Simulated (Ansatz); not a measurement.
The system is NbTe.

```
Te Nb
1.0
     3.70297    0.00000    0.00000
    -1.85149    3.20687    0.00000
     0.00000    0.00000    3.69421
Te Nb
1 1
Direct
  0.66667 0.33333 0.00000
  0.00000 0.00000 0.50000
```

The cell comes from a database or a generator and needn't be the stable form of this composition.

- Program: Ansatz 0.2.0
- Task: relaxation of cell and atoms
- Functional: PBEsol
- Potentials or basis: all-electron LAPW, scalar-relativistic
- Basis error allowed: 0.001 eV/atom
- k mesh: 8 × 8 × 7
- Occupations: fermi-dirac, width 0.05 eV
- Spin: no spin polarisation

At the start: volume 21.93 Å³/atom.

How do energy, volume and symmetry change on relaxing?

Over 5 steps the energy falls by 16.5 meV/atom and the volume is 20.96 Å³/atom (-4.4 %); space group P-6m2 (No. 187, to 0.05 Å).

Step by step:
```
step  energy change (eV)  largest force (eV/Å)  volume (Å³)
   1              0.0000                0.0000        43.87
   2             -0.0323                0.0000        42.19
   3             -0.0331                0.0000        41.90
   4             -0.0331                0.0000        41.92
   5             -0.0331                0.0000        41.92
```

Final structure:
```
CELL_PARAMETERS angstrom
3.62995 0.00000 0.00000
-1.81497 3.14363 0.00000
0.00000 0.00000 3.67382
ATOMIC_POSITIONS crystal
Te 0.66667 0.33333 0.00000
Nb 0.00000 0.00000 0.50000
```
